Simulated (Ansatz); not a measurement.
# AlH5O2Si: the cost of one run

All numbers below are computed with Ansatz 0.2.0 (RHF/def2-SVP).

### Step 1. The system as given

Bond lengths: Al1–O2 1.780 Å, O2–H3 1.010 Å, Al1–O4 1.780 Å, O4–Si5 1.680 Å, Si5–H6 1.460 Å, Si5–H7 1.460 Å, Si5–H8 1.460 Å, Al1–H9 1.560 Å. Angles: Al1–O2–H3 109.5°, O2–Al1–O4 120.0°, O2–Al1–H9 120.0°, O4–Al1–H9 120.0°, Al1–O4–Si5 125.0°, O4–Si5–H6 109.5°, O4–Si5–H7 109.5°, O4–Si5–H8 109.5°, H6–Si5–H7 109.4°, H6–Si5–H8 109.4°, H7–Si5–H8 109.4°.

Structure file:

```xyz
9

Al    0.0000    0.0000    0.0000
O     0.0000    0.0000    1.7800
H    -0.9095   -0.2814    2.1171
O     1.5415    0.0000   -0.8900
Si    2.3874   -1.3760   -1.3520
H     1.4599   -2.3514   -1.9176
H     3.3882   -1.0195   -2.3535
H     3.0504   -1.9546   -0.1870
H    -1.3510    0.0000   -0.7800
```

### Step 2. Relaxing the start

input.yaml

```yaml
crystal:
  periodic: [false, false, false]
  atoms:
    - { symbol: Al, position_ang: [0.0, 0.0, 0.0] }
    - { symbol: O, position_ang: [0.0, 0.0, 1.78] }
    - { symbol: H, position_ang: [-0.9095, -0.2814, 2.1171] }
    - { symbol: O, position_ang: [1.5415, 0.0, -0.89] }
    - { symbol: Si, position_ang: [2.3874, -1.376, -1.352] }
    - { symbol: H, position_ang: [1.4599, -2.3514, -1.9176] }
    - { symbol: H, position_ang: [3.3882, -1.0195, -2.3535] }
    - { symbol: H, position_ang: [3.0504, -1.9546, -0.187] }
    - { symbol: H, position_ang: [-1.351, 0.0, -0.78] }
basis:
  gaussian: { orbitals: def2-SVP }
hamiltonian:
  xc: hf
relax:
  f_tol: 0.02
  max_steps: 40
```

Launch:

```console
> ansatz run input.yaml --threads 1 --pin off --max-ram 2048MiB --backend cpu --events-out ev --progress --plain --runs-dir out
```

**Question.** How long does this run take on 1 thread of Arm Neoverse V2, shared host, and how much memory does it need?

About 14 s, with a peak of 0.16 GiB.
